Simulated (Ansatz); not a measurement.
# CdClH₃OSi: basis-set convergence

One table from this session's results is given with a row withheld; the runs are named, their logs left out.

Program: Ansatz 0.2.0, Gaussian basis. Level of theory: one geometry, several basis sets. These are calculated values, not measurements.

Plan: PBE0-D4/def2-SVP; ωB97M-V/def2-SVP; PBE0-D4/def2-QZVPP; ωB97M-V/def2-QZVPP; the functionals' def2-TZVPP values are taken from earlier runs.

**Structure used throughout**

An earlier PBE0-D4 in a triple-zeta def2 set relaxation fixed the geometry. Cd takes the def2 core potential; no spin-orbit term is included.

SMILES `[SiH3][O][Cd][Cl]`, 7 atoms, charge 0, spin multiplicity 1.

Atoms are counted from 1 here; the program's logs count them from 0.

Bond lengths: Si1–O2 1.627 Å, Si1–H5 1.493 Å, Si1–H6 1.487 Å, Si1–H7 1.493 Å, O2–Cd3 1.953 Å, Cd3–Cl4 2.255 Å. Angles: O2–Si1–H5 111.8°, O2–Si1–H6 108.9°, O2–Si1–H7 111.8°, H5–Si1–H6 108.5°, H5–Si1–H7 107.0°, H6–Si1–H7 108.6°, Si1–O2–Cd3 135.3°, O2–Cd3–Cl4 177.1°.

The first run:

Contents of in.yaml:

```yaml
crystal:
  periodic: [false, false, false]
  atoms:
    - {symbol: Si, position_ang: [0.270282, 1.216373, 0.192513]}
    - {symbol: O, position_ang: [-0.400919, -0.188918, 0.662737]}
    - {symbol: Cd, position_ang: [-0.550344, -1.980268, -0.099756]}
    - {symbol: Cl, position_ang: [-0.779935, -4.080734, -0.888498]}
    - {symbol: H, position_ang: [-0.307200, 1.703489, -1.095595]}
    - {symbol: H, position_ang: [0.024218, 2.243177, 1.239550]}
    - {symbol: H, position_ang: [1.743889, 1.086881, -0.010941]}
basis:
  gaussian: {orbitals: def2-SVP}
hamiltonian: {xc: pbe0, dispersion: d4}
output: {orbitals: {seedname: orbitals}}
```

Command:

```console
$ ansatz run in.yaml --threads 4 --pin off --events-out ev --progress --plain --max-ram 10444MiB
```

Steps of the session up to this table: PBE0-D4 in def2-SVP; ωB97M-V in def2-SVP; PBE0-D4 in def2-QZVPP; ωB97M-V in def2-QZVPP.

One of the session's tables, all rows but one given; the rest of the session is left out.

It belongs to the step «Functionals by basis». 

```
functional       basis  HOMO (eV)  LUMO (eV)
   PBE0-D4    def2-SVP      -8.17      -1.96
   PBE0-D4  def2-TZVPP          ?          ?
   PBE0-D4  def2-QZVPP      -8.35      -2.12
   ωB97M-V    def2-SVP     -10.43      -0.09
   ωB97M-V  def2-TZVPP     -10.63      -0.29
   ωB97M-V  def2-QZVPP     -10.66      -0.45
```

**Question.** Estimate the row for PBE0-D4, def2-TZVPP.

**Answer.** HOMO (eV): -8.33; LUMO (eV): -2.10. In the column «HOMO (eV)» it lies between PBE0-D4, def2-QZVPP (-8.35) and PBE0-D4, def2-SVP (-8.17).
